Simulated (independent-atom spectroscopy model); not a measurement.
# La on GaN: peak ratios against emission angle

Aim: the ratio of the La 3p3/2 peak of the film to the Ga 2s peak of the substrate as the sample is tilted.

The numbers are computed with independent-atom spectroscopy model (version 2): angle-resolved photoelectron peak ratio of a uniform film on a substrate: exponential attenuation with lengths from TPP-2M (nominal gaps) and the elastic albedo, Dirac-Hartree-Slater cross sections, magic-angle geometry.

## 1. The sample

9.6 nm of La (5.75 g/cm³) on GaN (6.15 g/cm³).

## 2. Calculation

The inputs of this calculation:

```json
{
  "film": "La",
  "film_density": 5.75,
  "base": "GaN",
  "base_density": 6.15,
  "photon_energy": 5414.7,
  "film_peak": "La 3p3/2",
  "base_peak": "Ga 2s",
  "thickness": 9.6,
  "emission_angle": [0, 10, 20, 30, 40, 45, 50, 55]
}
```

Units: film_density in g/cm³, base_density in g/cm³, photon_energy in eV, thickness in nm, emission_angle in degrees.

Before running it: what results should come out? Wanted: ratio at normal emission; ratio at 55°.

**Answer**, as computed:

```
                                            quantity    value
                            ratio at normal emission     4.65
                                        ratio at 55°     19.0
attenuation length of the substrate peak in the film  5.72 nm
                          thickness over that length     1.68
```

In words: The film is 1.7 attenuation lengths thick, so 19 % of the substrate's signal gets out at 0°. At 55° the ratio is 4.1 times as large, since the way out grows as 1/cos θ. Islands, roughness and grazing exit, where elastic scattering matters more, are outside the model.
